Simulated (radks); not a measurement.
# Valence configurations of Dy

An exercise on one series of results from a longer session: the logs are not shown, and one member is left open.

Program: radks (a radial shooting solver on a logarithmic mesh, Libxc functionals) version 1. Level of theory: Dirac Kohn-Sham, BLYP, spin-unpolarised, spherical densities, finite nucleus; open shells fill j = l - 1/2 first. These are calculated values, not measurements, unless marked.

1 further run of the same task is left out (it didn't finish).

### What is computed

| Property | Result |
| --- | --- |
| element | dysprosium (Z = 66) |
| charge | 0 |
| electrons | 66 |
| configuration | [Xe] 4f10 6s2 |
| nuclear rms radius | 5.2218 fm |
| others tried | 4f8 5d2 6s2; 4f9 6s2 6p1; 4f10 5d2; 4f9.5 6s2 6p0.5; 4f10 6s1 6p1; 4f8 6s2 6p2; 4f10 6p2; 4f10 6s1.5 6p0.5 |

Set-up of the first run:

Settings of this run:

```text
Z 66
configuration [Xe] 4f10 6s2
relativity Dirac
functional b88,lyp
spin unpolarised
j_filling energy
nucleus finite rms 5.2218 fm
c 137.035999084
```

Steps of the session up to this table: [Xe] 4f10 6s2.

One table of the session follows, with a row left open; its other results are not shown here.

It belongs to the step «[Xe] 4f10 6s2». Radial moments (bohr):

```
level     <r>  outermost maximum (interpolated)  90 % within  nodes
4d3/2  0.6036                             0.530        0.908      1
4d5/2  0.6146                             0.538        0.925      1
5s1/2   1.302                              1.16         1.88      4
5p1/2   1.475                              1.27         2.18      3
5p3/2   1.585                              1.35         2.35      3
6s1/2       ?                                 ?            ?      ?
4f5/2  0.8739                             0.536         1.53      0
4f7/2  0.8979                             0.541         1.58      0
```

Estimate the missing values for 6s1/2.

**Answer.** <r>: 4.097; outermost maximum (interpolated): 3.41; 90 % within: 6.12; nodes: 5. In the column «<r>» it is the highest.
